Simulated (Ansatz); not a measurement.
# Hf3F4: relaxing the atoms in a fixed cell, part 2 of 2

The start is Hf3F4, a borrowed structure type, volume estimated. Where does it settle when we relax the atoms in a fixed cell, and what is it like there?

Ansatz 0.2.0; DFT, r2SCAN, no spin polarisation, plane waves, PAW. Relaxing the atoms in a fixed cell. Earlier steps stand in the parts before.

## (3) The log goes on

The log, continued:

```text
SCF iter   9: F=-100872.004671 eV  HF=-100872.004671 eV  |F-HF|=4.92e-9  |Δ(HF+E_count)|=   8.32e-8  S|Δr|=    0.00e0  Δρ=2.77e-6  dr2=1.12e-8  dr2_τ=6.60e-10  ethr=4.72e-11  ⟨swp⟩=13.1  Hψ=8735  notcnv=0
SCF 8 converged in 9 iterations: F = -100872.004671 eV  dr2 = 1.12e-8
relax step   8: F+E_penalty+E_count = -100872.00467086 eV  Δ(F+E_penalty+E_count) = -9.978e-3 eV  max|allowed force component| = 1.539e-2 eV/Å  Δτ_max = 0.0181 Å  (9 SCF iters, accepted)
iter 1 solved again at ethr=5.34e-12 eV; its pass at ethr=3.10e-3 eV (dr2=1.13e-8 eV) is discarded
SCF iter   1: F=—  HF=-100872.004671 eV  |F-HF|=—  |Δ(HF+E_count)|=         —  Δρ=2.77e-6  dr2=1.12e-8  dr2_τ=6.60e-10  ethr=5.34e-12  ⟨swp⟩=1.0  Hψ=3585  notcnv=0
preconditioner: auto → Kerker (q_TF=auto, 2.859 Å⁻¹)  [metal: Δε(μ)=0.034 eV  Ē_g=19.617 eV  σ=0.100 eV  W_gap=0.24  n_scr=54 (ndim 8)  ℏωp=41.5 eV  f_vac=0.000  D(μ)=21.96/eV (n_scr^D=320)]
SCF iter   2: F=-100872.004671 eV  HF=-100872.004671 eV  |F-HF|=2.49e-9  |Δ(HF+E_count)|=   3.36e-9  S|Δr|=    0.00e0  Δρ=1.94e-6  dr2=6.20e-9  dr2_τ=2.71e-10  ethr=5.28e-12  ⟨swp⟩=6.2  Hψ=6673  notcnv=0
SCF 9 converged in 2 iterations: F = -100872.004671 eV  dr2 = 6.20e-9
SCF converged after 2 iterations
Stability not checked: this state was not tested for a lower state beside it, because cold or Methfessel-Paxton smearing, or corrected tetrahedra, fill the levels in a way that the test cannot read (fill_not_monotonic; see scf.lower_state_search)
Free energy (F): -100872.004671 eV
Harris-Foulkes:  -100872.004671 eV  (|F-HF|=2.49e-9)
Internal energy: -100871.991636 eV  (E = F + TS)
E sigma→0 (E₀):  -100872.000326 eV
Entropy (-TS):   -0.013035 eV (-0.931 meV/atom)
Fermi energy:    22.404289 eV
--- Per-component energies (eV) ---
  E_band       = 520.700583
  E_kinetic    = 4288.495185
  E_local      = -32410.129565  (includes V_loc(G=0)·N_el)
  E_nonlocal   = -6904.163965
  E_hartree    = 15068.355966
  E_xc         = -2349.795005
  E_vxc        = -2705.728758  (∫ρ·V_xc dr)
  E_paw        = -43343.488616  (= ΣΔE_a)
  E_vpaw       = 7965.152504  (= ΣTr[D̂ρ^β])
  E_aug_tail   = 0.008048  (compensation charges beyond the density's cutoff)
  E_vtau       = 150.349753  (kinetic-family band-sum trace: ∫τ·v_τ [+ j·A + Jᵃ·Aᵃ] dr)
  E_ewald      = -35222.951681
  E_core_change = 1.677999  (= ΣΔE_core)
  E_smearing   = -0.013035  (= −TS)
  E_closure    = -0.000000  (closes the sum)
  Σ components = -100872.004671   (vs F -100872.004671, Δ=0.00e0)
--- Forces (eV/Å), atoms counted from 1 ---
  atom   1  Hf    -0.00000000     0.00000000    -0.00000000
  atom   2  Hf     0.00000000    -0.00000000     0.00000000
  atom   3  Hf    -0.00000000     0.00000000    -0.00000000
  atom   4  Hf     0.00000000    -0.00000000     0.00000000
  atom   5  Hf    -0.00000000    -0.00000000    -0.00000000
  atom   6  Hf    -0.00000000    -0.00000000    -0.00000000
  atom   7  F      0.01539863     0.01539863     0.01539863
  atom   8  F      0.01539863    -0.01539863    -0.01539863
  atom   9  F     -0.01539863    -0.01539863     0.01539863
  atom  10  F     -0.01539863     0.01539863    -0.01539863
  atom  11  F      0.01539863    -0.01539863    -0.01539863
  atom  12  F      0.01539863     0.01539863     0.01539863
  atom  13  F     -0.01539863     0.01539863    -0.01539863
  atom  14  F     -0.01539863    -0.01539863     0.01539863
  max |Σ_I F_I| component: 8.33e-17 eV/Å
--- Stress (GPa, compression-positive) ---
       47.472727       0.000000       0.000000
       -0.000000      47.472727       0.000000
        0.000000       0.000000      47.472727
  P = ⅓ Tr σ = 47.4727 GPa (474.727 kbar)
--- Band table (eV; the first three rows and the last of 10) ---
  k-point 0: bands = ["-43.1513", "-43.1017", "-43.1017", "-43.1017", "-43.0825", "-43.0825", "-13.1981", "-12.5691", "-12.5691", "-12.5691", "-11.6080", "-11.6080", "-11.6080", "-11.4950", "-11.4950", "-11.3218", "-11.3218", "-11.3218", "-11.0893", "-11.0893", "-11.0893", "-11.0038", "-11.0038", "-11.0038", "-9.1585", "-7.9982", "-7.9982", "-7.9982", "-7.1886", "-7.1886", "-7.1886", "-6.8109", "8.2299", "8.2299", "8.4143", "8.4143", "8.4143", "8.4268", "8.4268", "8.4268", "8.4344", "8.4448", "8.4448", "8.4448", "8.4586", "8.4586", "8.4586", "8.4889", "8.4889", "8.4889", "8.5295", "8.5295", "8.5403", "8.5463", "8.5493", "8.5493", "8.5493", "8.5525", "8.5525", "8.5525", "8.5648", "8.5648", "8.5648", "8.5658", "8.5658", "8.5752", "8.5752", "8.5752", "8.5792", "8.5792", "8.5792", "8.5837", "8.5837", "8.5837", "9.4284", "9.4284", "10.2139", "10.2139", "10.2139", "10.4543", "10.4543", "10.5985", "10.5985", "10.5985", "10.6735", "10.7975", "10.7975", "10.7975", "11.9533", "11.9533", "11.9533", "11.9813", "12.1555", "12.1555", "12.1555", "12.2258", "12.2258", "12.2258", "18.1256", "19.5957", "19.5957", "21.5163", "21.5163", "21.5163", "22.5992", "22.5992", "22.5992", "22.6928", "22.6928", "22.6928", "22.7805", "22.8070", "22.8070", "22.8070", "23.5066", "23.5066", "25.3915", "25.3915", "25.3915", "25.5944", "25.5944", "26.1902", "26.9187", "26.9434", "26.9434", "26.9434", "27.0631", "27.0631"]
  k-point 1: bands = ["-43.1459", "-43.1047", "-43.1022", "-43.1021", "-43.0839", "-43.0827", "-13.1327", "-12.5754", "-12.5451", "-12.5433", "-11.7824", "-11.7139", "-11.6054", "-11.4498", "-11.4227", "-11.2887", "-11.2793", "-11.2541", "-11.2266", "-11.1174", "-11.1121", "-11.0435", "-11.0136", "-11.0076", "-8.8957", "-8.0002", "-7.9718", "-7.9386", "-7.2636", "-7.2401", "-7.2099", "-6.8678", "8.2514", "8.2743", "8.3969", "8.4010", "8.4050", "8.4070", "8.4134", "8.4304", "8.4398", "8.4450", "8.4465", "8.4541", "8.4588", "8.4662", "8.4763", "8.4852", "8.4918", "8.4923", "8.5232", "8.5312", "8.5373", "8.5400", "8.5420", "8.5463", "8.5504", "8.5521", "8.5553", "8.5573", "8.5632", "8.5645", "8.5679", "8.5684", "8.5698", "8.5717", "8.5734", "8.5755", "8.5762", "8.5775", "8.5803", "8.5828", "8.5829", "8.5844", "9.4583", "9.5234", "9.8446", "10.0626", "10.1952", "10.5030", "10.5086", "10.5291", "10.6539", "10.6934", "10.7159", "10.8148", "10.8921", "11.0760", "11.7456", "11.8380", "11.8658", "11.9545", "12.0815", "12.1591", "12.1931", "12.2320", "12.2404", "12.3030", "18.6138", "19.6268", "19.6729", "21.0553", "21.2494", "21.3133", "22.2694", "22.4110", "22.5709", "22.6916", "22.7640", "22.9512", "23.0428", "23.1859", "23.2243", "23.5228", "23.7791", "23.8633", "25.2656", "25.3086", "25.3777", "25.4583", "25.4906", "25.8408", "26.4577", "26.4581", "26.8427", "26.8609", "26.9968", "27.2011"]
  k-point 2: bands = ["-43.1320", "-43.1158", "-43.1028", "-43.1027", "-43.0846", "-43.0836", "-12.9484", "-12.7096", "-12.4876", "-12.4854", "-11.8476", "-11.8267", "-11.6368", "-11.6018", "-11.4052", "-11.3791", "-11.2298", "-11.1846", "-11.1498", "-11.1390", "-11.1109", "-11.0989", "-11.0315", "-11.0311", "-8.4121", "-8.0760", "-7.9047", "-7.8656", "-7.3907", "-7.3563", "-7.1819", "-7.0231", "8.2995", "8.3415", "8.3620", "8.3838", "8.3841", "8.3880", "8.4016", "8.4202", "8.4310", "8.4391", "8.4477", "8.4550", "8.4748", "8.4791", "8.4850", "8.4857", "8.4982", "8.5069", "8.5170", "8.5215", "8.5250", "8.5356", "8.5362", "8.5401", "8.5495", "8.5517", "8.5574", "8.5597", "8.5645", "8.5647", "8.5664", "8.5694", "8.5720", "8.5731", "8.5757", "8.5770", "8.5772", "8.5784", "8.5795", "8.5811", "8.5874", "8.5875", "9.4850", "9.5651", "9.7701", "9.9484", "10.1942", "10.3960", "10.4516", "10.4829", "10.5438", "10.6590", "10.9312", "11.0876", "11.2217", "11.2274", "11.3997", "11.6243", "11.7269", "11.8077", "11.9774", "12.1132", "12.2343", "12.2832", "12.3342", "12.3832", "19.6305", "19.6921", "19.7741", "20.5193", "20.9450", "21.0520", "22.3634", "22.4949", "22.5341", "22.5816", "22.7868", "22.9904", "23.5044", "23.5138", "23.6534", "24.2824", "24.3410", "24.3436", "24.6993", "24.9472", "25.2732", "25.2936", "25.5916", "25.7365", "26.1950", "26.2093", "26.4239", "26.8062", "26.8826", "26.9144"]
  k-point 9: bands = ["-43.1163", "-43.1065", "-43.1034", "-43.1034", "-43.0988", "-43.0932", "-12.6909", "-12.4712", "-12.4524", "-12.4524", "-12.3451", "-12.1433", "-11.6571", "-11.6571", "-11.2985", "-11.2572", "-11.2219", "-11.2219", "-11.1502", "-11.1216", "-11.1018", "-11.1018", "-11.0740", "-11.0740", "-7.9284", "-7.7800", "-7.7800", "-7.7094", "-7.5129", "-7.5129", "-7.4918", "-7.3160", "8.3304", "8.3685", "8.3696", "8.3696", "8.3713", "8.3769", "8.4140", "8.4393", "8.4393", "8.4497", "8.4614", "8.4614", "8.4624", "8.4692", "8.4692", "8.4868", "8.4961", "8.5099", "8.5122", "8.5122", "8.5260", "8.5264", "8.5264", "8.5304", "8.5394", "8.5493", "8.5494", "8.5494", "8.5533", "8.5547", "8.5764", "8.5764", "8.5770", "8.5779", "8.5784", "8.5784", "8.5803", "8.5808", "8.5808", "8.5813", "8.5936", "8.5936", "9.4762", "9.6818", "9.7912", "9.7912", "9.8004", "10.0498", "10.7774", "10.7774", "10.7851", "10.8624", "10.8704", "10.8960", "11.1994", "11.1994", "11.6302", "11.6767", "11.7250", "11.7250", "11.9693", "12.1037", "12.1209", "12.1209", "12.2094", "12.2094", "20.1868", "20.4243", "20.5300", "20.6424", "20.6424", "21.0884", "22.1184", "22.3498", "22.3498", "22.4182", "22.4329", "22.8575", "24.0014", "24.0014", "24.4906", "24.7266", "24.7955", "24.7955", "24.8157", "25.0267", "25.0267", "25.3784", "25.5285", "25.5285", "25.6936", "26.3002", "26.3231", "26.3827", "26.3827", "26.7180"]
--- Relaxed structure (8 steps of the walk, 7 accepted, 0 SCFs on fresh bases) ---
  F+E_penalty+E_count = -100872.00467086 eV   max|allowed force component| = 1.539e-2 eV/Å
  atoms:
    - { symbol: Hf, position: [0.25000000000000006, 0.625, 0.375] }
    - { symbol: Hf, position: [0.375, 0.25, 0.625] }
    - { symbol: Hf, position: [0.75, 0.875, 0.12500000000000003] }
    - { symbol: Hf, position: [0.12500000000000003, 0.75, 0.875] }
    - { symbol: Hf, position: [0.625, 0.37499999999999994, 0.25] }
    - { symbol: Hf, position: [0.875, 0.12500000000000003, 0.75] }
    - { symbol: F, position: [0.25699761593406417, 0.25699761593406417, 0.25699761593406417] }
    - { symbol: F, position: [0.7430023840659359, 0.49999999999999994, 0.0] }
    - { symbol: F, position: [0.4999999999999999, 0.0, 0.24300238406593574] }
    - { symbol: F, position: [0.0, 0.7430023840659359, 0.49999999999999994] }
    - { symbol: F, position: [0.24300238406593586, 0.5, 0.0] }
    - { symbol: F, position: [0.7569976159340643, 0.7569976159340641, 0.7569976159340642] }
    - { symbol: F, position: [0.0, 0.24300238406593586, 0.5] }
    - { symbol: F, position: [0.49999999999999994, 0.0, 0.7430023840659359] }
--- Löwdin populations: 14 sites ---
  site symbol       q [e]
     0     Hf     25.4744
     1     Hf     25.4744
     2     Hf     25.4744
     3     Hf     25.4744
     4     Hf     25.4744
     5     Hf     25.4744
     6      F      7.3184
     7      F      7.3184
     8      F      7.3184
     9      F      7.3184
    10      F      7.3184
    11      F      7.3184
    12      F      7.3184
    13      F      7.3184
  spilling = 0.002862 (of n_electrons = 212.000000)
--- Bader charges: 14 sites ---
  site symbol  charge [e]  shift [e]
     0     Hf      1.1863     0.0027
     1     Hf      1.1863     0.0027
     2     Hf      1.1863     0.0027
     3     Hf      1.1863     0.0027
     4     Hf      1.1863     0.0027
     5     Hf      1.1863     0.0027
     6      F     -0.8897     0.0021
     7      F     -0.8897     0.0021
     8      F     -0.8897     0.0021
     9      F     -0.8897     0.0021
    10      F     -0.8897     0.0021
    11      F     -0.8897     0.0021
    12      F     -0.8897     0.0021
    13      F     -0.8897     0.0021
  estimated error of the sums over rays = 8.5e-4 e
```

Wall time 5.9 min (2 threads of Intel Xeon Platinum 8375C at 2.90GHz (Ice Lake), shared host); peak memory 1.1 GiB.

Step by step:

```tsv
step	energy from step 1 (eV/cell)	largest force component (eV/Å)
1	0.0000	0.7032
2	-0.8781	0.5885
3	-2.4092	0.5784
4	-3.8360	0.4270
5	-4.5615	0.1239
6	-4.6722	0.0621
7x	-4.5965	0.2260
8	-4.6822	0.0154
```

Step 1 is the start. 1 step was tried and not accepted (marked x).

The largest move, 0.78 Å, is shared by several atoms, F9 among them.

## (4) States by energy

States per cell by energy window, from dos.tsv and pdos.tsv (tetrahedra; eV from the Fermi level):

```tsv
from	to	total	F p	Hf s	Hf d
-4.5	-4.0	0.01	0.00	0.01	0.00
-4.0	-3.5	0.14	0.01	0.09	0.02
-3.5	-3.0	0.30	0.02	0.17	0.07
-3.0	-2.5	3.58	0.18	0.45	2.82
-2.5	-2.0	1.89	0.15	0.44	1.20
-2.0	-1.5	3.39	0.30	0.70	2.17
-1.5	-1.0	2.58	0.21	0.27	1.89
-1.0	-0.5	0.10	0.01	0.01	0.08
-0.5	0.0	3.59	0.17	0.22	3.00
0.0	0.5	5.86	0.38	0.18	4.98
0.5	1.0	3.66	0.25	0.16	3.10
1.0	1.5	4.15	0.27	0.13	3.47
1.5	2.0	3.97	0.23	0.10	3.43
2.0	2.5	4.46	0.25	0.20	3.80
```

## (5) How the electrons are shared

By element, from the tables in the log (a charge is positive for electrons lost): Löwdin charges also hold the electrons that the projection spills.

```tsv
element	atoms	Bader charge (e)	Bader volume (Å³)	Löwdin charge (e)
Hf	6	+1.19	15.6	+0.52
F	8	-0.89	8.3	-0.32
```

Löwdin charges rest on a small set of atomic orbitals that misses 0.3 % of the electrons, so they need not add up to the cell's charge and can differ from Bader's even in sign.

## (6) Fields in real space

Maps in the plane spanned by b and c at height 0.250 along a (axes of the input's cell), one cell: b runs left to right (18 points from zero), c bottom to top (18 points), 109° apart. Inside the augmentation spheres the fields are the smooth ones.

Valence density. Ten steps from '0' (0.12 e/Å³) to '9' (32.80 e/Å³), finer at the low end (step k begins (100^(k/10) - 1)/99 of the way up):
```
000000136642146652
000000023310146531
000000000000134310
000000000000111000
000111000000000000
001343100000000000
013564200000000000
025664100001111000
024542000024542000
013321000268873000
001112211489973000
000245422589852000
001477522477520000
002577411233200000
001454200121000000
000121002342100010
000000014764102321
000000036873124542
```

ELF. Ten even steps from '0' (0.04) to '9' (0.86):
```
378851299895069974
489961179850168863
489962012100245421
257641000013332000
022331000256530000
002564000377520000
015886101464100000
037996001322210000
247872001247872001
334410100389995024
410037730798994157
410699961899983377
204975961799842554
006977940243212221
006999600111000000
002664006998300000
000100069889302321
234320188489127873
```

Atoms within 0.2 Å of the plane, in fractions of b and c: Hf at (0.62, 0.38), F at (0.26, 0.26), F at (0.50, 0.00).

Scans along the contacts give these minima of the density:

```tsv
contact	length (Å)	minimum at (fraction)	density (e/Å³)	ELF
Hf1–F7	2.075	0.55	0.614	0.15
F7–F9	2.420	0.50	0.177	0.04
```

## (7) Outcome

The summary covers parts 1 to 2.

```
                                                 quantity                value
                                                    moves                    6
                                            energy gained       334.4 meV/atom
                                             largest move           0.78 Å (F)
                     space group (0.01 Å), before / after        I-43d / I-43d
                          pressure left in the fixed cell             47.5 GPa
                                                character                metal
density of states, mean within 0.25 eV of the Fermi level   14 per eV per cell
                                            Bader charges  Hf +1.19, F -0.89 e
```

**Reading.** In the fixed cell the largest move of an atom is 0.78 Å; the energy fell by 334.4 meV per atom. The fixed cell still holds a mean pressure of 47.5 GPa, so it would expand if let free. With 24 symmetry operations imposed, the end may be a saddle point towards distortions that break them. The cell is metallic; within 0.25 eV of the Fermi level the density of states averages 14 per eV per cell, mostly Hf d (85 %). By Bader's partition Hf gives up most (+1.19 e) and F takes most (-0.89 e).

Caveats: atoms or cell far from equilibrium; the SCF threshold is loose for a stress.
